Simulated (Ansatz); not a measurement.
# [SnH3]− (SMILES [H][Sn-]([H])[H]): CCSD(T)/STO-3G

Aim: the vertical ionisation energy of [SnH3]− at CCSD(T)/STO-3G, from 2 runs. 

The calculation is run with Ansatz 0.2.0.

1 further run of the same task is left out (set aside as unsound or not needed).

**1. The system as given**

[SnH3]− has 4 atoms, charge -1, and is taken as a singlet. SMILES: `[H][Sn-]([H])[H]`. Geometry: a GFN2-xTB relaxation, a rough one for these elements and not checked as a minimum.

Bond lengths: Sn1–H2 1.948 Å, Sn1–H3 1.948 Å, Sn1–H4 1.949 Å. Angles: H2–Sn1–H3 93.3°, H2–Sn1–H4 93.4°, H3–Sn1–H4 93.5°.

**2. The energy at CCSD(T)/STO-3G**

Input file input.yaml:

```yaml
crystal:
  periodic: [false, false, false]
  atoms:
    - {symbol: Sn, position_ang: [-0.006380, 0.005730, 0.791670]}
    - {symbol: H, position_ang: [1.637790, -0.033600, -0.251650]}
    - {symbol: H, position_ang: [-0.786860, 1.432510, -0.280410]}
    - {symbol: H, position_ang: [-0.844540, -1.404640, -0.259610]}
basis:
  gaussian: {orbitals: STO-3G}
total_charge: -1
correlation: {method: ccsd_t, frozen_orbitals: {H: 0, Sn: 18}}
accuracy: high
scf: {omitted_lower_state_checks: [cluster_reference, increment]}
```

Run with:

```console
$ ansatz run input.yaml --threads 1 --pin off --max-ram 2610MiB --events-out events.jsonl --progress --plain --runs-dir runs
```

The program printed (excerpt; [...] marks lines left out):

```text
Warning: RAYON_NUM_THREADS=1 ignored (pool sized by the plan → 1); use --threads N
Functional definition: HF
  name "HF"
[...]
519 factors; integrals over basis functions are off by at most 4.0e-9 eV
[...]
mean field -162310.16395168 eV, -5964.7885074437 hartree, gradient 1.2e-8 eV, S^2 0.000000; 0 other end points of the search recorded, 0 dependent functions left out
18 core orbitals not correlated: weight in the atoms' cores, before any rotation towards them, 1.000 or more for the frozen orbitals, at most 0.000 for the correlated occupied ones
reference -162310.16395168 eV, -5964.7885074437 hartree; 9, 9 occupied and 3, 3 virtual orbitals, 519 factors
second order -1.16118918 eV of doubles, -0.00000000 eV of singles
cycle   1  -1.55330086 eV  change   -3.9e-1 eV  update   6.6e-2
[...]
cycle  17  -1.81222923 eV  change   -1.7e-9 eV  update   1.6e-9
perturbative correction -0.00547037 eV, -0.0002010324 hartree
Total energy: -162311.98165128 eV, -5964.8553066719 hartree
Checks for a lower state left out: cluster_reference, increment
```

It took 0.28 s on 1 thread of AMD EPYC 9R45 (Zen 5), shared host.

**3. Doublet neutral SnH3, same level**

Input file job.yaml:

```yaml
basis:
  gaussian:
    orbitals: STO-3G
crystal:
  periodic: [false, false, false]
  atoms:
    - {symbol: Sn, position_ang: [-0.006380, 0.005730, 0.791670]}
    - {symbol: H, position_ang: [1.637790, -0.033600, -0.251650]}
    - {symbol: H, position_ang: [-0.786860, 1.432510, -0.280410]}
    - {symbol: H, position_ang: [-0.844540, -1.404640, -0.259610]}
magnetization:
  spin_polarized: true
  initial_magnetization: 1
correlation:
  method: ccsd_t
  frozen_orbitals: {H: 0, Sn: 18}
scf:
  omitted_lower_state_checks: [cluster_reference, increment]
accuracy: high
```

Run with:

```console
$ ansatz run job.yaml --threads 1 --pin off --max-ram 2610MiB --events-out events.jsonl --progress --plain --runs-dir runs
```

The program printed (excerpt; [...] marks lines left out):

```text
Warning: RAYON_NUM_THREADS=1 ignored (pool sized by the plan → 1); use --threads N
Functional definition: HF
  name "HF"
[...]
519 factors; integrals over basis functions are off by at most 4.0e-9 eV
[...]
mean field -162313.21947419 eV, -5964.9007958246 hartree, gradient 9.0e-8 eV, S^2 0.752159; 0 other end points of the search recorded, 0 dependent functions left out
18 core orbitals not correlated: weight in the atoms' cores, before any rotation towards them, 1.000 or more for the frozen orbitals, at most 0.000 for the correlated occupied ones
reference -162313.21947419 eV, -5964.9007958246 hartree; 9, 8 occupied and 3, 4 virtual orbitals, 519 factors
second order -1.20770338 eV of doubles, -0.00000000 eV of singles
cycle   1  -1.67692179 eV  change   -4.7e-1 eV  update   7.4e-2
[...]
cycle  21  -2.01273083 eV  change   9.6e-10 eV  update   1.4e-9
perturbative correction -0.01906107 eV, -0.0007004814 hartree
Total energy: -162315.25126609 eV, -5964.9754627998 hartree
Checks for a lower state left out: cluster_reference, increment
```

It took 0.34 s on 1 thread of AMD EPYC 9R45 (Zen 5), shared host.

**4. What came out**

Level: CCSD(T)/STO-3G, 18 core orbitals frozen.

| quantity | value |
| --- | --- |
| singlet [SnH3]−: total energy | -5964.85531 Eh |
| singlet [SnH3]−: correlation energy (18 core orbitals frozen) | -66.8 mEh |
| singlet [SnH3]−: (T) correction | -0.20 mEh |
| singlet [SnH3]−: T1 diagnostic | 0.009 |
| doublet neutral SnH3: total energy | -5964.97546 Eh |
| doublet neutral SnH3: correlation energy (18 core orbitals frozen) | -74.7 mEh |
| doublet neutral SnH3: (T) correction | -0.70 mEh |
| doublet neutral SnH3: ⟨S²⟩ of the reference determinant | 0.752 |
| doublet neutral SnH3: T1 diagnostic | 0.006 |
| vertical detachment energy (to the doublet neutral) | -3.270 eV |

The species is unbound against losing an electron at this level, by 3.27 eV (−315 kJ/mol); missing correlation or diffuse functions can give that sign where the real anion is bound. In a minimal basis such a difference can be off by several eV, whatever the method. The triples (singlet [SnH3]−) make up 0.3 % of the correlation energy. Relativity is left out (singlet [SnH3]−) although the molecule holds a heavy atom. The triples (doublet neutral SnH3) make up 0.9 % of the correlation energy. Relativity is left out (doublet neutral SnH3) although the molecule holds a heavy atom.
